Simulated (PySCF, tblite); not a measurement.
# C7H14BN: geometry, infrared bands and NMR shifts

Wanted: the infrared bands and NMR shifts of C7H14BN (`BN1CCC/C(=C/C)C1`), by calculation.

Programs: tblite 0.8.0 and PySCF 2.14.0, with density-fitted response routines of our own. Each step states its level of theory. These are calculated values for one molecule in the gas phase, unless marked as measured. Atoms count from 0, in the outputs and in this text.

## 1. The molecule as given

23 atoms, charge 0, multiplicity 1; geometry from: force field or distance geometry start.

Bonds of the start (Å): B0–N1 1.53, N1–C2 1.40, C2–C3 1.50, C3–C4 1.55, C4–C5 1.52, C5–C6 1.34, C6–C7 1.46, C5–C8 1.46, C8–N1 1.44, B0–H9 1.18, B0–H10 1.20, C2–H11 1.13, C2–H12 1.13, C3–H13 1.08, C3–H14 1.12, C4–H15 1.09, C4–H16 1.09, C6–H17 1.08, C7–H18 1.12, C7–H19 1.09, C7–H20 1.13, C8–H21 1.12, C8–H22 1.09.

## 2. Optimising the geometry with GFN2-xTB

Job settings and geometry (Å):

```
{"job": {"kind": "relax", "xc": "GFN2-xTB", "basis": "xTB"}, "charge": 0, "multiplicity": 1}
B     -1.791000    -1.525000    -1.405600
N     -1.304500    -1.018600    -0.049600
C     -1.973000     0.131700     0.378300
C     -1.222400     1.427100     0.384300
C     -0.048000     1.115600     1.343400
C      0.773900     0.178400     0.482100
C      2.029200     0.530700     0.188300
C      2.891600    -0.325800    -0.622000
C      0.134300    -1.059900     0.044400
H     -1.514400    -0.819400    -2.315100
H     -2.916500    -1.945100    -1.443500
H     -2.893800     0.323500    -0.254900
H     -2.408200    -0.038900     1.405700
H     -1.770300     2.303100     0.712900
H     -0.787800     1.552900    -0.636300
H      0.514300     2.010700     1.618200
H     -0.443300     0.533600     2.180700
H      2.382800     1.472700     0.588100
H      3.834500    -0.497100    -0.043300
H      2.509300    -1.303600    -0.903300
H      3.157100     0.277900    -1.534100
H      0.365100    -1.844200     0.806200
H      0.476200    -1.453200    -0.914900
```

On the command line:

```console
$ OMP_NUM_THREADS=1 python probes_run.py task.json out
```

This one command runs all jobs of the session in turn.

**Question.** This job is followed by: GFN2-xTB harmonic vibrations, gas phase; GIAO PBE0/pcSseg-1 NMR shielding, non-relativistic, gas phase. Predict these results of the whole session: strongest single infrared mode (GFN2-xTB); zero-point energy (GFN2-xTB); ¹³C shifts against TMS (PBE0/pcSseg-1); ¹H shifts against TMS (PBE0/pcSseg-1, means over atoms taken as alike); ¹¹B shifts against BF3·OEt2 (PBE0/pcSseg-1); ¹⁵N shifts against NH3 (PBE0/pcSseg-1).

**Answer**, as computed:

```
                                                              quantity                                           value
                             strongest single infrared mode (GFN2-xTB)                           2623 cm⁻¹, 200 km/mol
                                          zero-point energy (GFN2-xTB)                                  125.1 kcal/mol
                                ¹³C shifts against TMS (PBE0/pcSseg-1)  144.4, 126.3, 59.8, 58.1, 41.1, 36.5, 16.1 ppm
¹H shifts against TMS (PBE0/pcSseg-1, means over atoms taken as alike)    5.59, 4.53, 4.05, 3.57, 2.29, 1.85, 1.65 ppm
                           ¹¹B shifts against BF3·OEt2 (PBE0/pcSseg-1)                                        35.1 ppm
                                ¹⁵N shifts against NH3 (PBE0/pcSseg-1)                                       172.6 ppm
```

**Reading.** Relaxing lowered the energy by 2.374 eV in 112 steps; the close pair that moved most is B0–N1, from 1.527 to 1.376 Å. No mode is imaginary among the 63: a minimum at this level. The strongest single mode, at 2623 cm⁻¹, moves mainly H9 and H10. Unscaled tight-binding wavenumbers are off by several per cent, some by more. Its intensities can rank the bands wrongly. The most deshielded hydrogen is H17 (hydrogen on an alkene CH), at 5.59 ppm: olefinic region. At PBE0/pcSseg-1: The largest span, 263 ppm, is at N1, where the paramagnetic term is -230 ppm.
